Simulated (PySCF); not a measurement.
# H3S3Tl (Tl(SH)3): the cost of one run

Computed with PySCF 2.14.0. Level: PBE, Tl def2-SVP with ECP60, S def2-SVP, H def2-SVP; scalar-relativistic core potentials, no spin–orbit coupling.

2 further runs of the same task are left out: 1 for a known fault of the program, 1 that didn't finish. Runs told in other sessions of the task aren't counted.

**1. Where the work starts**

7 atoms, charge 0, spin multiplicity 1.

Bond lengths: Tl1–S2 2.498 Å, Tl1–S4 2.506 Å, Tl1–S6 2.491 Å, S2–H3 1.365 Å, S4–H5 1.364 Å, S6–H7 1.364 Å. Angles: S2–Tl1–S4 121.2°, S2–Tl1–S6 119.8°, S4–Tl1–S6 119.0°, Tl1–S2–H3 92.2°, Tl1–S4–H5 92.5°, Tl1–S6–H7 91.6°.

Geometry (Å):

```mol
H3S3Tl
  3D, bonds by distance, orders not assigned

  7  6  0  0  0  0  0  0  0  0999 V2000
    0.7119   -0.1954    0.1751 Tl  0  0
   -0.5969    0.3333    2.2359 S   0  0
   -1.7228    0.6049    1.5142 H   0  0
   -0.4042   -0.3709   -2.0615 S   0  0
   -1.6404   -0.1565   -1.5272 H   0  0
    3.1672   -0.5838    0.3343 S   0  0
    3.2493   -0.8582   -0.9995 H   0  0
  1  2  8  0
  1  4  8  0
  1  6  8  0
  2  3  8  0
  4  5  8  0
  6  7  8  0
M  END
```

Formal oxidation states: Tl +3. An earlier session relaxed this geometry at PBE, Tl def2-SVP with ECP60, S def2-SVP, H def2-SVP (singlet, point group C1).

Its energy there is -1368.091023 Eh.

**2. Multiplicity 3 at the relaxed geometry**

The input, run.py (the lines that set the calculation):

```python
mol = gto.M(atom='''
Tl     0.71190    -0.19537     0.17507
S     -0.59695     0.33329     2.23593
H     -1.72278     0.60495     1.51423
S     -0.40423    -0.37091    -2.06155
H     -1.64040    -0.15654    -1.52717
S      3.16718    -0.58376     0.33430
H      3.24933    -0.85821    -0.99948''',
    basis={'Tl': 'def2-SVP', 'S': 'def2-SVP', 'H': 'def2-SVP'},
    ecp={'Tl': 'def2-SVP'},
    charge=0, spin=2)
mf = dft.UKS(mol, xc='PBE')
mf.grids.atom_grid = (50, 194)
mf = mf.density_fit()  # fitting sets: Tl def2-universal-JKFIT, S def2-universal-JKFIT, H def2-universal-JKFIT
mf.conv_tol = 1e-08; mf.max_cycle = 55
mf.kernel(dm0)  # dm0: free metal ions and neutral atoms
```

Started as:

```sh
> OMP_NUM_THREADS=2 python run.py
```

**Question.** How long does this run take on 2 threads of Arm Neoverse N1, shared host?

About 65 s.
